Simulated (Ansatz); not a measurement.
# Ta3Si3N: the cost of one run

Program: Ansatz 0.2.0. Level of theory: DFT PBE, scalar-relativistic, plane waves, PAW. These are calculated values, not measurements.

## Step 1: The starting structure

The structure is cubic, space group Pm-3m (No. 221). Conventional cell: a = 4.807 Å, b = 4.807 Å, c = 4.807 Å, α = 90.00°, β = 90.00°, γ = 90.00°. Ta (site symmetry 4/mmm) has 4 Si at 2.40 Å and 2 N at 2.40 Å as nearest neighbours. Si (site symmetry 4/mmm) is surrounded by 4 Ta at 2.40 Å. N (site symmetry m-3m) has 6 Ta at 2.40 Å as nearest neighbours.

Coordinates:

```
Ta Si N
1.0
     4.80658    0.00000    0.00000
     0.00000    4.80658    0.00000
     0.00000    0.00000    4.80658
Ta Si N
3 3 1
Direct
  0.50000 0.00000 0.00000
  0.00000 0.50000 0.00000
  0.00000 0.00000 0.50000
  0.50000 0.00000 0.50000
  0.50000 0.50000 0.00000
  0.00000 0.50000 0.50000
  0.00000 0.00000 0.00000
```

Recipe of the guess: species swapped into a database cell of Ca3AsCl3 (Pm-3m, No. 221), with Ta on the Ca sites, N on the As sites and Si on the Cl sites. Lengths come from tabulated atomic sizes and are only a guess.

## Step 2: A first look at the guess

input.yaml reads:

```yaml
crystal:
  lattice:
    - [4.80657577, 0.0, 0.0]
    - [0.0, 4.80657577, 0.0]
    - [0.0, 0.0, 4.80657577]
  atoms:
    - { symbol: Ta, position: [0.5, 0.0, 0.0] }
    - { symbol: Ta, position: [0.0, 0.5, 0.0] }
    - { symbol: Ta, position: [0.0, 0.0, 0.5] }
    - { symbol: Si, position: [0.5, 0.0, 0.5] }
    - { symbol: Si, position: [0.5, 0.5, 0.0] }
    - { symbol: Si, position: [0.0, 0.5, 0.5] }
    - { symbol: "N", position: [0.0, 0.0, 0.0] }
basis:
  ecutwfc: 420
kpoints:
  mp_grid: { grid: [4, 4, 4] }
hamiltonian:
  xc: pbe
scf:
  occupations: { method: gaussian, width: 0.1 }
  lower_state_search: "off"
output:
  forces: true
  stress: true
  eigenvalues: true
```

Run with:

```bash
$ ansatz run input.yaml --threads 1 --pin off --max-ram 2048MiB --backend cpu --events-out ev --progress --plain --runs-dir out
```

What time and memory should one allow on 1 thread of Arm Neoverse V2, shared host?

About 2.8 s, with a peak of 0.36 GiB.
